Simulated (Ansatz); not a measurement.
# CAM-B3LYP/STO-3G run of BH3S (SMILES BS)

Aim: the electronic atomisation energy of BH3S at CAM-B3LYP/STO-3G, from 4 runs. 

The results are computed with Ansatz 0.2.0.

54 further runs of the same task are left out: 2 that didn't finish, 52 set aside as unsound or not needed.

## (1) The system as given

BH3S: 5 atoms, total charge 0, spin state singlet. As SMILES, `BS`. Geometry: relaxed at PBE0-D4/def2-TZVP.

Bond lengths: B1–S2 1.765 Å, B1–H3 1.192 Å, B1–H4 1.190 Å, S2–H5 1.344 Å. Angles: B1–S2–H5 99.2°, S2–B1–H3 115.8°, S2–B1–H4 121.4°, H3–B1–H4 122.7°.

## (2) A single-point energy at CAM-B3LYP/STO-3G

File molecule.yaml:

```yaml
crystal:
  periodic: [false, false, false]
  atoms:
    - {symbol: B, position_ang: [-0.392100, -0.421000, 0.088100]}
    - {symbol: S, position_ang: [0.161700, 1.236900, -0.154300]}
    - {symbol: H, position_ang: [-1.562900, -0.556400, 0.264200]}
    - {symbol: H, position_ang: [0.367100, -1.337600, 0.074200]}
    - {symbol: H, position_ang: [1.476100, 1.004400, -0.313600]}
basis:
  gaussian: {orbitals: STO-3G}
hamiltonian: {xc: {name: CAM-B3LYP}}
accuracy: high
```

Run with:

```
$ ansatz run molecule.yaml --threads 1 --pin off --max-ram 2610MiB --events-out events.jsonl --progress --plain --runs-dir runs
```

The program printed:

```text
Warning: RAYON_NUM_THREADS=1 ignored (pool sized by the plan → 1); use --threads N
Functional definition: CAM-B3LYP
  name "CAM-B3LYP"
  parameter alpha = 0.19
  parameter beta = 0.46
  parameter omega = 0.33/bohr
  parameter ac = 0.81
  exchange = (1 - alpha - beta)*b88_x + beta*b88_x_sr(omega) + alpha*exact_x + beta*exact_x_lr(omega)
  correlation = (1 - ac)*vwn5_c + ac*lyp_c
287 factors; integrals over basis functions are off by at most 2.4e-8 eV
144 factors; integrals over basis functions are off by at most 1.3e-9 eV
mean field evaluation 1: about -11430.9176 eV, gradient 9.1e0 eV
mean field evaluation 2: about -11431.1949 eV, gradient 5.3e0 eV
mean field evaluation 4: about -11431.2914 eV, gradient 1.0e-1 eV
mean field evaluation 8: about -11431.2496 eV, gradient 1.4e-3 eV
mean field evaluation 16: about -11431.2496 eV, gradient 8.7e-9 eV
mean field -11431.24963579 eV, -420.0906757359 hartree, gradient 8.7e-9 eV, S^2 0.000000; 0 other end points of the search recorded, 0 dependent functions left out
reference -11431.24964801 eV, -420.0906761852 hartree; 12, 12 occupied and 5, 5 virtual orbitals, 287 factors
Total energy: -11431.24964801 eV, -420.0906761852 hartree
```

It took 1 s on 1 thread of Arm Neoverse V1, shared host.

## (3) The B atom

File input.yaml:

```yaml
crystal:
  periodic: [false, false, false]
  atoms:
    - {symbol: B, position_ang: [0.000000, 0.000000, 0.000000]}
basis:
  gaussian: {orbitals: STO-3G}
total_charge: 0
magnetization: {spin_polarized: true, initial_magnetization: 1}
hamiltonian: {xc: {name: CAM-B3LYP}}
accuracy: high
```

Run with:

```
$ ansatz run input.yaml --threads 1 --pin off --max-ram 2610MiB --events-out events.jsonl --progress --plain --runs-dir runs
```

The program printed:

```text
Warning: RAYON_NUM_THREADS=1 ignored (pool sized by the plan → 1); use --threads N
Functional definition: CAM-B3LYP
  name "CAM-B3LYP"
  parameter alpha = 0.19
  parameter beta = 0.46
  parameter omega = 0.33/bohr
  parameter ac = 0.81
  exchange = (1 - alpha - beta)*b88_x + beta*b88_x_sr(omega) + alpha*exact_x + beta*exact_x_lr(omega)
  correlation = (1 - ac)*vwn5_c + ac*lyp_c
15 factors; integrals over basis functions are off by at most 8.9e-10 eV
15 factors; integrals over basis functions are off by at most 3.4e-10 eV
mean field evaluation 1: about -660.0554 eV, gradient 2.8e-7 eV
mean field evaluation 2: about -660.0555 eV, gradient 7.5e-7 eV
mean field evaluation 4: about -660.0555 eV, gradient 2.3e-8 eV
mean field -660.05548900 eV, -24.2565918192 hartree, gradient 0.0e0 eV, S^2 0.750000; 0 other end points of the search recorded, 0 dependent functions left out
reference -660.05549763 eV, -24.2565921361 hartree; 3, 2 occupied and 2, 3 virtual orbitals, 15 factors
Total energy: -660.05549763 eV, -24.2565921361 hartree
```

Wall time 0.28 s (1 thread of Arm Neoverse V1, shared host).

## (4) The H atom at the same level

File in.yaml:

```yaml
crystal:
  periodic: [false, false, false]
  atoms:
    - {symbol: H, position_ang: [0.000000, 0.000000, 0.000000]}
basis:
  gaussian:
    orbitals: STO-3G
hamiltonian:
  xc: {name: CAM-B3LYP}
accuracy: high
magnetization:
  spin_polarized: true
  initial_magnetization: 1
```

Run with:

```
$ ansatz run in.yaml --threads 1 --pin off --max-ram 2610MiB --events-out events.jsonl --progress --plain --runs-dir runs
```

The program printed:

```text
Warning: RAYON_NUM_THREADS=1 ignored (pool sized by the plan → 1); use --threads N
Functional definition: CAM-B3LYP
  name "CAM-B3LYP"
  parameter alpha = 0.19
  parameter beta = 0.46
  parameter omega = 0.33/bohr
  parameter ac = 0.81
  exchange = (1 - alpha - beta)*b88_x + beta*b88_x_sr(omega) + alpha*exact_x + beta*exact_x_lr(omega)
  correlation = (1 - ac)*vwn5_c + ac*lyp_c
1 factors; integrals over basis functions are off by at most 4.6e-10 eV
1 factors; integrals over basis functions are off by at most 3.0e-10 eV
mean field evaluation 1: about -12.5879 eV, gradient 0.0e0 eV
mean field evaluation 2: about -12.5879 eV, gradient 0.0e0 eV
mean field -12.58793461 eV, -0.4625980644 hartree, gradient 0.0e0 eV, S^2 0.750000; 0 other end points of the search recorded, 0 dependent functions left out
reference -12.58794100 eV, -0.4625982992 hartree; 1, 0 occupied and 0, 1 virtual orbitals, 1 factors
Total energy: -12.58794100 eV, -0.4625982992 hartree
```

It took 0.12 s on 1 thread of Arm Neoverse V1, shared host.

## (5) The S atom, same level

File molecule.yaml:

```yaml
crystal:
  periodic: [false, false, false]
  atoms:
    - {symbol: S, position_ang: [0.000000, 0.000000, 0.000000]}
basis:
  gaussian:
    orbitals: STO-3G
total_charge: 0
magnetization:
  spin_polarized: true
  initial_magnetization: 2
hamiltonian:
  xc: {name: CAM-B3LYP}
accuracy: high
```

Run the same way, it converges to -393.66192 Eh (log not shown).

## (6) Results

At CAM-B3LYP/STO-3G:

```
                     quantity          value
       molecule: total energy  -420.09068 Eh
         B atom: total energy   -24.25659 Eh
                 B atom: ⟨S²⟩          0.750
         H atom: total energy    -0.46260 Eh
                 H atom: ⟨S²⟩          0.750
         S atom: total energy  -393.66192 Eh
                 S atom: ⟨S²⟩          2.000
electronic atomisation energy      21.344 eV
```

Taking the molecule apart into free atoms costs 21.34 eV (2059 kJ/mol), before zero-point energy and without spin-orbit coupling. In a minimal basis such a difference can be off by several eV, whatever the method.
